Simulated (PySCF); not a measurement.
# CH₆BClSi: core binding energies at several levels of theory, part 3 of 3

PySCF 2.14.0. Atoms count from 0. Earlier steps stand in the parts before.

### 8 Core holes by ΔSCF: SCAN, X2C

The job: settings as JSON, then the geometry in Å.

```
{"job": {"kind": "xps", "basis": "def2-TZVP"}, "charge": 0, "multiplicity": 1}
B     -0.904437     0.325060     0.863492
C      0.264737     1.324978     0.994994
Si     1.856172     0.496424     0.421405
Cl     3.393464     1.882690     0.552867
H     -1.524639     0.238038    -0.172029
H     -1.179418    -0.430801     1.767979
H      0.479105     1.633246     2.031738
H      0.170246     2.207055     0.340139
H      1.764732     0.063931    -0.999970
H      2.208912    -0.660260     1.289342
```

Level: delta-SCF UKS SCAN, def2-TZVP on the ionised atom, pcseg-1 elsewhere, spin-free X2C.

What it wrote:

```text
ground state, core basis on atom 0 (B), 111 functions
  cycle   1  E = -818.03712889  |g| = 4.39e-01
  cycle   2  E = -818.00225812  |g| = 5.47e-01
  cycle   3  E = -818.09201700  |g| = 4.43e-02
  cycle   4  E = -818.09266160  |g| = 1.61e-02
  cycle   5  E = -818.09273383  |g| = 5.39e-03
  cycle   6  E = -818.09274465  |g| = 1.71e-03
  cycle   7  E = -818.09274433  |g| = 3.41e-04
  E(ground) = -818.13158744 Eh
hole in B 1s of atom 0
  cycle   1  E = -810.46841364  |g| = 1.12e+00
  cycle   2  E = -808.38209182  |g| = 1.75e+00
  cycle   3  E = -810.57956345  |g| = 5.94e-01
  cycle   4  E = -810.85280220  |g| = 1.32e-01
  cycle   5  E = -810.85494118  |g| = 1.34e-01
  cycle   6  E = -810.86620014  |g| = 3.52e-02
  cycle   7  E = -810.86718299  |g| = 1.53e-02
  cycle   8  E = -810.86755501  |g| = 8.15e-03
  cycle   9  E = -810.86771060  |g| = 9.36e-03
  cycle  10  E = -810.86780636  |g| = 4.10e-03
  cycle  11  E = -810.86782436  |g| = 1.56e-03
  cycle  12  E = -810.86782681  |g| = 3.46e-04
  E(ion) = -810.90713392 Eh   <S^2> = 0.9129   hole on atom = 1.000   binding energy = 196.587 eV
ground state, core basis on atom 1 (C), 111 functions
  cycle   1  E = -818.10081084  |g| = 1.67e-02
  cycle   2  E = -818.10076948  |g| = 2.00e-02
  cycle   3  E = -818.10088583  |g| = 2.21e-03
  cycle   4  E = -818.10088825  |g| = 1.19e-03
  cycle   5  E = -818.10088836  |g| = 2.39e-04
  E(ground) = -818.13904575 Eh
hole in C 1s of atom 1
  cycle   1  E = -806.85717024  |g| = 1.47e+00
  cycle   2  E = -806.24655278  |g| = 1.63e+00
  cycle   3  E = -807.34246373  |g| = 3.83e-01
  cycle   4  E = -807.40641703  |g| = 1.12e-01
  cycle   5  E = -807.41372309  |g| = 4.26e-02
  cycle   6  E = -807.41489890  |g| = 4.71e-03
  cycle   7  E = -807.41491629  |g| = 1.93e-03
  cycle   8  E = -807.41492017  |g| = 6.26e-04
  cycle   9  E = -807.41492032  |g| = 2.09e-04
  E(ion) = -807.45097970 Eh   <S^2> = 0.7656   hole on atom = 1.000   binding energy = 290.837 eV
ground state, core basis on atom 2 (Si), 113 functions
  cycle   1  E = -818.13143102  |g| = 5.29e-02
  cycle   2  E = -818.13100599  |g| = 5.96e-02
  cycle   3  E = -818.13191106  |g| = 9.32e-03
  cycle   4  E = -818.13193749  |g| = 1.53e-03
  cycle   5  E = -818.13193748  |g| = 6.75e-04
  cycle   6  E = -818.13193756  |g| = 1.45e-04
  E(ground) = -818.12900858 Eh
hole in Si 1s of atom 2
  cycle   1  E = -749.13877820  |g| = 2.95e+00
  cycle   2  E = -749.01263100  |g| = 1.83e+00
  cycle   3  E = -749.62387804  |g| = 8.01e-01
  cycle   4  E = -750.05515847  |g| = 1.89e-01
  cycle   5  E = -750.07638219  |g| = 4.30e-02
  cycle   6  E = -750.07752565  |g| = 1.84e-02
  cycle   7  E = -750.07774142  |g| = 6.51e-03
  cycle   8  E = -750.07776650  |g| = 1.70e-03
  cycle   9  E = -750.07776742  |g| = 5.49e-04
  cycle  10  E = -750.07776923  |g| = 2.47e-04
  E(ion) = -750.08083480 Eh   <S^2> = 0.7522   hole on atom = 1.000   binding energy = 1851.685 eV
hole in Si 2p of atom 2
  cycle   1  E = -813.81460899  |g| = 1.18e+00
  cycle   2  E = -813.51388184  |g| = 1.17e+00
  cycle   3  E = -814.03490429  |g| = 3.87e-01
  cycle   4  E = -814.13190505  |g| = 7.90e-02
  cycle   5  E = -814.13549666  |g| = 2.63e-02
  cycle   6  E = -814.13597445  |g| = 6.68e-03
  cycle   7  E = -814.13600024  |g| = 2.65e-03
  cycle   8  E = -814.13600266  |g| = 7.94e-04
  cycle   9  E = -814.13600407  |g| = 2.02e-04
  E(ion) = -814.14384941 Eh   <S^2> = 0.7515   hole on atom = 1.003   binding energy = 108.442 eV
  2p3/2 = 108.180 eV   2p1/2 = 108.795 eV
ground state, core basis on atom 3 (Cl), 113 functions
  cycle   1  E = -818.11161014  |g| = 4.31e-02
  cycle   2  E = -818.11144574  |g| = 4.04e-02
  cycle   3  E = -818.11189778  |g| = 1.08e-02
  cycle   4  E = -818.11192483  |g| = 2.38e-03
  cycle   5  E = -818.11192924  |g| = 3.35e-04
  E(ground) = -818.13261968 Eh
hole in Cl 1s of atom 3
  cycle   1  E = -712.90195951  |g| = 3.72e+00
  cycle   2  E = -713.34808845  |g| = 1.66e+00
  cycle   3  E = -713.83625643  |g| = 5.27e-01
  cycle   4  E = -713.97964790  |g| = 1.75e-01
  cycle   5  E = -713.99548240  |g| = 7.48e-02
  cycle   6  E = -713.99862801  |g| = 1.05e-02
  cycle   7  E = -713.99867739  |g| = 4.41e-03
  cycle   8  E = -713.99869083  |g| = 4.16e-04
  E(ion) = -714.03091275 Eh   <S^2> = 0.7518   hole on atom = 1.000   binding energy = 2832.752 eV
hole in Cl 2p of atom 3
  cycle   1  E = -810.03731763  |g| = 1.62e+00
  cycle   2  E = -810.07111011  |g| = 1.11e+00
  cycle   3  E = -810.44685094  |g| = 2.57e-01
  cycle   4  E = -810.48123955  |g| = 1.24e-01
  cycle   5  E = -810.49008832  |g| = 3.24e-02
  cycle   6  E = -810.49068742  |g| = 6.67e-03
  cycle   7  E = -810.49071115  |g| = 1.59e-03
  cycle   8  E = -810.49071381  |g| = 4.55e-04
  E(ion) = -810.52052078 Eh   <S^2> = 0.7513   hole on atom = 1.001   binding energy = 207.136 eV
  2p3/2 = 206.557 eV   2p1/2 = 208.178 eV
```

It took 22 s on 1 thread of Arm Neoverse V1, shared host; peak memory 0.53 GiB.

The holes in one table. −ε is the ground-state orbital energy:

```
       hole  stands for                   environment  ΔSCF (eV; 2p as the shell's mean)  −ε (eV)   ⟨S²⟩
  B1s on B0          B0        boron bonded to C, 2 H                  196.59 (doubtful)    180.5  0.913
  C1s on C1          C1    sp3 CH2 bonded to B and Si                             290.84    273.6  0.766
Si1s on Si2         Si2  silicon bonded to C, Cl, 2 H                            1851.69   1795.6  0.752
Si2p on Si2         Si2  silicon bonded to C, Cl, 2 H                             108.38     97.5  0.751
Cl1s on Cl3         Cl3         chlorine bonded to Si                            2832.75   2764.4  0.752
Cl2p on Cl3         Cl3         chlorine bonded to Si                             207.10    193.7  0.751
```

Doubtful: the ion did not converge, its hole moved, or its ⟨S²⟩ is well above 0.75.

With the spin-orbit splitting: Si2 2p3/2 108.18, 2p1/2 108.79 eV; Cl3 2p3/2 206.56, 2p1/2 208.18 eV. The table gives each 2p level as the mean over the whole 2p shell (two parts 2p3/2, one part 2p1/2), which differs a little from the single hole in the log.

### 9 Core-electron binding energies: SCAN, non-relativistic

Same as in step 8 but for these lines:

```diff
@@ -1,2 +1,2 @@
-{"job": {"kind": "xps", "basis": "def2-TZVP"}, "charge": 0, "multiplicity": 1}
+{"job": {"kind": "xps", "x2c": false}, "charge": 0, "multiplicity": 1}
 B     -0.904437     0.325060     0.863492
```

Level: delta-SCF UKS SCAN, pcX-2 on the ionised atom, pcseg-1 elsewhere, non-relativistic.

What it wrote:

```text
ground state, core basis on atom 0 (B), 125 functions
  cycle   1  E = -816.20903821  |g| = 4.35e-01
  cycle   2  E = -816.17511169  |g| = 5.40e-01
  cycle   3  E = -816.26255929  |g| = 4.42e-02
  cycle   4  E = -816.26317913  |g| = 1.67e-02
  cycle   5  E = -816.26325403  |g| = 5.57e-03
  cycle   6  E = -816.26326598  |g| = 1.63e-03
  cycle   7  E = -816.26326665  |g| = 3.34e-04
  E(ground) = -816.30263427 Eh
hole in B 1s of atom 0
  cycle   1  E = -808.64092471  |g| = 1.15e+00
  cycle   2  E = -806.45719521  |g| = 1.94e+00
  cycle   3  E = -808.82560581  |g| = 5.32e-01
  cycle   4  E = -809.03921700  |g| = 1.50e-01
  cycle   5  E = -809.04980781  |g| = 7.91e-02
  cycle   6  E = -809.05367528  |g| = 3.53e-02
  cycle   7  E = -809.05446799  |g| = 2.17e-02
  cycle   8  E = -809.05488368  |g| = 8.32e-03
  cycle   9  E = -809.05502123  |g| = 7.18e-03
  cycle  10  E = -809.05508386  |g| = 3.68e-03
  cycle  11  E = -809.05509727  |g| = 9.02e-04
  cycle  12  E = -809.05509833  |g| = 3.52e-04
  E(ion) = -809.09394093 Eh   <S^2> = 0.9336   hole on atom = 1.000   binding energy = 196.159 eV
ground state, core basis on atom 1 (C), 125 functions
  cycle   1  E = -816.27201501  |g| = 3.99e-02
  cycle   2  E = -816.27198427  |g| = 1.85e-02
  cycle   3  E = -816.27201863  |g| = 1.47e-02
  cycle   4  E = -816.27208030  |g| = 1.65e-03
  cycle   5  E = -816.27208055  |g| = 2.66e-04
  E(ground) = -816.31010919 Eh
hole in C 1s of atom 1
  cycle   1  E = -805.03086295  |g| = 1.51e+00
  cycle   2  E = -804.37386379  |g| = 1.79e+00
  cycle   3  E = -805.55461315  |g| = 3.32e-01
  cycle   4  E = -805.59574245  |g| = 1.20e-01
  cycle   5  E = -805.60349578  |g| = 4.55e-02
  cycle   6  E = -805.60473129  |g| = 5.78e-03
  cycle   7  E = -805.60475387  |g| = 2.42e-03
  cycle   8  E = -805.60475823  |g| = 7.66e-04
  cycle   9  E = -805.60475958  |g| = 2.49e-04
  E(ion) = -805.64094222 Eh   <S^2> = 0.7671   hole on atom = 1.000   binding energy = 290.323 eV
ground state, core basis on atom 2 (Si), 136 functions
  cycle   1  E = -816.31125049  |g| = 2.94e-02
  cycle   2  E = -816.31117573  |g| = 2.71e-02
  cycle   3  E = -816.31136370  |g| = 7.46e-03
  cycle   4  E = -816.31137900  |g| = 1.85e-03
  cycle   5  E = -816.31137748  |g| = 3.39e-04
  E(ground) = -816.30918867 Eh
hole in Si 1s of atom 2
  cycle   1  E = -747.50406948  |g| = 4.32e+00
  cycle   2  E = -747.40819003  |g| = 2.23e+00
  cycle   3  E = -747.98538828  |g| = 9.33e-01
  cycle   4  E = -748.49419645  |g| = 3.26e-01
  cycle   5  E = -748.55663683  |g| = 6.05e-02
  cycle   6  E = -748.55802381  |g| = 3.53e-02
  cycle   7  E = -748.55885963  |g| = 1.10e-02
  cycle   8  E = -748.55892621  |g| = 3.63e-03
  cycle   9  E = -748.55893434  |g| = 9.84e-04
  cycle  10  E = -748.55893485  |g| = 3.24e-04
  E(ion) = -748.56157399 Eh   <S^2> = 0.7525   hole on atom = 1.000   binding energy = 1843.506 eV
hole in Si 2p of atom 2
  cycle   1  E = -811.99575002  |g| = 1.23e+00
  cycle   2  E = -811.70369812  |g| = 1.24e+00
  cycle   3  E = -812.23736755  |g| = 3.61e-01
  cycle   4  E = -812.31774193  |g| = 9.22e-02
  cycle   5  E = -812.32255538  |g| = 2.64e-02
  cycle   6  E = -812.32300961  |g| = 8.15e-03
  cycle   7  E = -812.32304375  |g| = 3.79e-03
  cycle   8  E = -812.32305379  |g| = 9.41e-04
  cycle   9  E = -812.32305481  |g| = 2.65e-04
  E(ion) = -812.33039853 Eh   <S^2> = 0.7518   hole on atom = 1.003   binding energy = 108.268 eV
  2p3/2 = 108.004 eV   2p1/2 = 108.624 eV
ground state, core basis on atom 3 (Cl), 136 functions
  cycle   1  E = -816.29587991  |g| = 4.19e-02
  cycle   2  E = -816.29577638  |g| = 3.71e-02
  cycle   3  E = -816.29609288  |g| = 9.54e-03
  cycle   4  E = -816.29611995  |g| = 2.75e-03
  cycle   5  E = -816.29611836  |g| = 6.15e-04
  cycle   6  E = -816.29611951  |g| = 1.29e-04
  E(ground) = -816.31599010 Eh
hole in Cl 1s of atom 3
  cycle   1  E = -711.47739051  |g| = 5.42e+00
  cycle   2  E = -712.02086488  |g| = 2.10e+00
  cycle   3  E = -712.49627170  |g| = 6.64e-01
  cycle   4  E = -712.67070059  |g| = 2.45e-01
  cycle   5  E = -712.70126125  |g| = 9.97e-02
  cycle   6  E = -712.70643124  |g| = 2.14e-02
  cycle   7  E = -712.70661724  |g| = 8.75e-03
  cycle   8  E = -712.70665989  |g| = 1.53e-03
  cycle   9  E = -712.70666134  |g| = 2.42e-04
  E(ion) = -712.73643396 Eh   <S^2> = 0.7521   hole on atom = 1.000   binding energy = 2818.543 eV
hole in Cl 2p of atom 3
  cycle   1  E = -808.23402154  |g| = 1.70e+00
  cycle   2  E = -808.29124490  |g| = 1.21e+00
  cycle   3  E = -808.66208793  |g| = 2.31e-01
  cycle   4  E = -808.68406248  |g| = 1.35e-01
  cycle   5  E = -808.69456027  |g| = 3.27e-02
  cycle   6  E = -808.69511322  |g| = 8.70e-03
  cycle   7  E = -808.69515805  |g| = 2.60e-03
  cycle   8  E = -808.69516182  |g| = 4.94e-04
  E(ion) = -808.72464978 Eh   <S^2> = 0.7515   hole on atom = 1.001   binding energy = 206.571 eV
  2p3/2 = 205.987 eV   2p1/2 = 207.613 eV
```

It took 24 s on 1 thread of Arm Neoverse V1, shared host; peak memory 0.53 GiB.

The holes in one table. −ε is the ground-state orbital energy:

| hole | stands for | environment | ΔSCF (eV; 2p as the shell's mean) | −ε (eV) | ⟨S²⟩ |
| --- | --- | --- | --- | --- | --- |
| B1s on B0 | B0 | boron bonded to C, 2 H | 196.16 (doubtful) | 180.5 | 0.934 |
| C1s on C1 | C1 | sp3 CH2 bonded to B and Si | 290.32 | 273.6 | 0.767 |
| Si1s on Si2 | Si2 | silicon bonded to C, Cl, 2 H | 1843.51 | 1790.5 | 0.752 |
| Si2p on Si2 | Si2 | silicon bonded to C, Cl, 2 H | 108.21 | 97.5 | 0.752 |
| Cl1s on Cl3 | Cl3 | chlorine bonded to Si | 2818.54 | 2753.6 | 0.752 |
| Cl2p on Cl3 | Cl3 | chlorine bonded to Si | 206.53 | 193.4 | 0.752 |

Doubtful: the ion did not converge, its hole moved, or its ⟨S²⟩ is well above 0.75.

With the spin-orbit splitting: Si2 2p3/2 108.00, 2p1/2 108.62 eV; Cl3 2p3/2 205.99, 2p1/2 207.61 eV. The table gives each 2p level as the mean over the whole 2p shell (two parts 2p3/2, one part 2p1/2), which differs a little from the single hole in the log.

### 10 Summary of results

This closing draws on all 3 parts.

```
                                           quantity           value
                   C1s binding energies, SCAN/pcX-2    C1 290.43 eV
                  Si1s binding energies, SCAN/pcX-2  Si2 1847.85 eV
                  Si2p binding energies, SCAN/pcX-2   Si2 108.17 eV
                  Cl1s binding energies, SCAN/pcX-2  Cl3 2828.58 eV
                  Cl2p binding energies, SCAN/pcX-2   Cl3 206.54 eV
                  B1s binding energies, B3LYP/pcX-2    B0 196.55 eV
                  C1s binding energies, B3LYP/pcX-2    C1 290.43 eV
                 Si1s binding energies, B3LYP/pcX-2  Si2 1846.46 eV
                 Si2p binding energies, B3LYP/pcX-2   Si2 108.10 eV
                 Cl1s binding energies, B3LYP/pcX-2  Cl3 2826.14 eV
                 Cl2p binding energies, B3LYP/pcX-2   Cl3 206.12 eV
                   B1s binding energies, PBE0/pcX-2    B0 195.91 eV
                   C1s binding energies, PBE0/pcX-2    C1 289.96 eV
                  Si1s binding energies, PBE0/pcX-2  Si2 1845.63 eV
                  Si2p binding energies, PBE0/pcX-2   Si2 107.78 eV
                  Cl1s binding energies, PBE0/pcX-2  Cl3 2825.52 eV
                  Cl2p binding energies, PBE0/pcX-2   Cl3 205.93 eV
                    C1s binding energies, PBE/pcX-2    C1 289.62 eV
                   Si1s binding energies, PBE/pcX-2  Si2 1844.45 eV
                   Si2p binding energies, PBE/pcX-2   Si2 107.42 eV
                   Cl1s binding energies, PBE/pcX-2  Cl3 2824.07 eV
                   Cl2p binding energies, PBE/pcX-2   Cl3 205.50 eV
                     B1s binding energies, HF/pcX-2    B0 196.50 eV
                     C1s binding energies, HF/pcX-2    C1 290.07 eV
                    Si1s binding energies, HF/pcX-2  Si2 1848.75 eV
                    Si2p binding energies, HF/pcX-2   Si2 107.62 eV
                    Cl1s binding energies, HF/pcX-2  Cl3 2829.52 eV
                    Cl2p binding energies, HF/pcX-2   Cl3 205.97 eV
                   C1s binding energies, SCAN/pcX-1    C1 290.42 eV
                  Si1s binding energies, SCAN/pcX-1  Si2 1847.95 eV
                  Si2p binding energies, SCAN/pcX-1   Si2 108.37 eV
                  Cl1s binding energies, SCAN/pcX-1  Cl3 2828.61 eV
                  Cl2p binding energies, SCAN/pcX-1   Cl3 206.64 eV
               C1s binding energies, SCAN/def2-TZVP    C1 290.84 eV
              Si1s binding energies, SCAN/def2-TZVP  Si2 1851.69 eV
              Si2p binding energies, SCAN/def2-TZVP   Si2 108.38 eV
              Cl1s binding energies, SCAN/def2-TZVP  Cl3 2832.75 eV
              Cl2p binding energies, SCAN/def2-TZVP   Cl3 207.10 eV
 C1s binding energies, SCAN/pcX-2, non-relativistic    C1 290.32 eV
Si1s binding energies, SCAN/pcX-2, non-relativistic  Si2 1843.51 eV
Si2p binding energies, SCAN/pcX-2, non-relativistic   Si2 108.21 eV
Cl1s binding energies, SCAN/pcX-2, non-relativistic  Cl3 2818.54 eV
Cl2p binding energies, SCAN/pcX-2, non-relativistic   Cl3 206.53 eV
```

Single values in the summary come from the first sound run of each kind (SCAN/pcX-2), which need not be the best level.
